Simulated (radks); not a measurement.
**B⁺ in [He] 2s2: an all-electron calculation**

The task here is to estimate one member of a computed series from the others.

The numbers are computed with radks (a radial shooting solver on a logarithmic mesh, Libxc functionals) version 1 (scalar-relativistic Kohn-Sham, LDA (Slater exchange, Perdew-Wang correlation), spin-polarised, spherical densities, point nucleus), except any that are marked as measured or tabulated.

## What is computed

```
element       : boron (Z = 5)
charge        : +1
electrons     : 4
configuration : [He] 2s2
```

The outer shells:

B⁺
```
[He] core
2s [↑↓]
```

Set-up of the first run:

Settings of this run:

```text
Z 5
configuration [He] 2s2 2p0 3s0
relativity scalar-relativistic
functional lda,pw
spin polarised
nucleus point
c 137.035999084
```

Among the steps run: Self-consistent calculation.

One table of the session follows, with a row left open; its other results are not shown here.

It belongs to the step «Radial structure». Radial moments (bohr):

| level | <r> | outermost maximum (interpolated) | 90 % within | nodes |
| --- | --- | --- | --- | --- |
| 1s | 0.3319 | 0.212 | 0.597 | 0 |
| 2s | 1.787 | 1.45 | 2.80 | 1 |
| 2p | ? | ? | ? | ? |
| 3s | 5.326 | 4.70 | 7.93 | 2 |

Estimate the missing values for 2p.

The run gave: <r>: 1.832; outermost maximum (interpolated): 1.39; 90 % within: 3.03; nodes: 0. In the column «<r>» it lies between 2s (1.787) and 3s (5.326).
